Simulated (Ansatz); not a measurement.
# Cu7S2O21: energies, forces and stress near the listed structure

Aim: energy, forces, stress and gap of Cu7S2O21 at the geometry listed, to see how far it is from this functional's equilibrium.

Program: Ansatz 0.2.0. Level of theory: DFT PBE+D3(BJ), scalar-relativistic, plane waves, PAW. These are calculated values, not measurements.

### Step 1. The structure to begin with

The structure is trigonal, space group P-3 (No. 147). Conventional cell: a = 7.939 Å, b = 7.939 Å, c = 7.496 Å, α = 90.00°, β = 90.00°, γ = 120.00°. Cu (site symmetry 1) is surrounded by 4 O at 1.84 to 1.91 Å. Cu (site symmetry -3) is surrounded by 6 O at 1.88 Å. Around S (site symmetry 3) lie 4 O at 1.47 to 1.54 Å. O (site symmetry 1) has 1 S at 1.47 Å as nearest neighbours. Around O (site symmetry 1) lie 3 Cu at 1.88 to 1.91 Å. Around O (site symmetry 3) lie 1 S at 1.54 Å. O (site symmetry -3) has 12 O at 3.18 to 3.30 Å as nearest neighbours. Around O (site symmetry 1) lie 2 Cu at 1.84 to 1.88 Å.

Structure file:

```cif
data_structure
_symmetry_space_group_name_H-M 'P-3'
_symmetry_Int_Tables_number 147
_cell_length_a 7.9394
_cell_length_b 7.9394
_cell_length_c 7.4956
_cell_angle_alpha 90.000
_cell_angle_beta 90.000
_cell_angle_gamma 120.000
_cell_volume 409.18
loop_
_atom_site_label
_atom_site_type_symbol
_atom_site_symmetry_multiplicity
_atom_site_Wyckoff_symbol
_atom_site_fract_x
_atom_site_fract_y
_atom_site_fract_z
_atom_site_occupancy
Cu1 Cu 6 g 0.70649 0.13141 0.01211 1
Cu2 Cu 1 a 0.00000 0.00000 0.00000 1
S1 S 2 d 0.66667 0.33333 0.41871 1
O1 O 6 g 0.70373 0.17896 0.47962 1
O2 O 6 g 0.36873 0.48653 0.09626 1
O3 O 2 d 0.66667 0.33333 0.21347 1
O4 O 1 b 0.00000 0.00000 0.50000 1
O5 O 6 g 0.91547 0.14504 0.13242 1
```

The structure comes from the Materials Project (structure only).

(A quick probe on a coarse mesh, which set the mesh and smearing, is not shown.)

### Step 3. The listed cell as it stands

Contents of input.yaml:

```yaml
crystal:
  lattice:
    - [7.9393878281, 0.0, 0.0]
    - [-3.969693914, 6.8757115496, 0.0]
    - [0.0, 0.0, 7.495634]
  atoms:
    - { symbol: Cu, position: [0.706494, 0.131414, 0.012112], spin: 0.12 }
    - { symbol: Cu, position: [0.293506, 0.868586, 0.987888], spin: 0.12 }
    - { symbol: Cu, position: [0.868586, 0.57508, 0.012112], spin: 0.12 }
    - { symbol: Cu, position: [0.131414, 0.42492, 0.987888], spin: 0.12 }
    - { symbol: Cu, position: [0.42492, 0.293506, 0.012112], spin: 0.12 }
    - { symbol: Cu, position: [0.57508, 0.706494, 0.987888], spin: 0.12 }
    - { symbol: Cu, position: [0.0, 0.0, 0.0] }
    - { symbol: S, position: [0.66666667, 0.33333333, 0.418714] }
    - { symbol: S, position: [0.33333333, 0.66666667, 0.581286] }
    - { symbol: O, position: [0.703733, 0.178964, 0.479624], spin: 0.3 }
    - { symbol: O, position: [0.296267, 0.821036, 0.520376], spin: 0.3 }
    - { symbol: O, position: [0.821036, 0.524769, 0.479624], spin: 0.3 }
    - { symbol: O, position: [0.178964, 0.475231, 0.520376], spin: 0.3 }
    - { symbol: O, position: [0.475231, 0.296267, 0.479624], spin: 0.3 }
    - { symbol: O, position: [0.524769, 0.703733, 0.520376], spin: 0.3 }
    - { symbol: O, position: [0.368726, 0.486532, 0.096257] }
    - { symbol: O, position: [0.631274, 0.513468, 0.903743] }
    - { symbol: O, position: [0.513468, 0.882194, 0.096257] }
    - { symbol: O, position: [0.486532, 0.117806, 0.903743] }
    - { symbol: O, position: [0.117806, 0.631274, 0.096257] }
    - { symbol: O, position: [0.882194, 0.368726, 0.903743] }
    - { symbol: O, position: [0.66666667, 0.33333333, 0.213467], spin: 0.15 }
    - { symbol: O, position: [0.33333333, 0.66666667, 0.786533], spin: 0.15 }
    - { symbol: O, position: [0.0, 0.0, 0.5], spin: 2.29 }
    - { symbol: O, position: [0.91547, 0.145041, 0.132419], spin: 0.26 }
    - { symbol: O, position: [0.08453, 0.854959, 0.867581], spin: 0.26 }
    - { symbol: O, position: [0.854959, 0.770429, 0.132419], spin: 0.26 }
    - { symbol: O, position: [0.145041, 0.229571, 0.867581], spin: 0.26 }
    - { symbol: O, position: [0.229571, 0.08453, 0.132419], spin: 0.26 }
    - { symbol: O, position: [0.770429, 0.91547, 0.867581], spin: 0.26 }
basis:
  ecutwfc: 420
kpoints:
  mp_grid: { grid: [6, 6, 6] }
hamiltonian:
  xc: pbe
  dispersion: d3bj
scf:
  occupations: { method: gaussian, width: 0.1 }
output:
  forces: true
  stress: true
  eigenvalues: true
  populations: true
magnetization:
  spin_polarized: true
```

Run with:

```
$ ansatz run input.yaml --threads 4 --pin off --max-ram 7168MiB --backend cpu --events-out ev --progress --plain --runs-dir out
```

What does the calculation give? Wanted: for each run, case; energy; pressure; largest force.

**Answer**, as computed:

| step | case | energy (meV/atom) | pressure (GPa) | largest force (eV/Å) | gap on the mesh (eV) |
| --- | --- | --- | --- | --- | --- |
|  | listed cell | 0 | -1.4 | 0.36 | 0.00 |

Energies are counted from the listed cell, with the smearing taken to zero. A gap of 0.00 means none on the mesh at this level.

The listed cell carries -1.4 GPa and forces up to 0.36 eV/Å at this level, so it is not this functional's equilibrium.
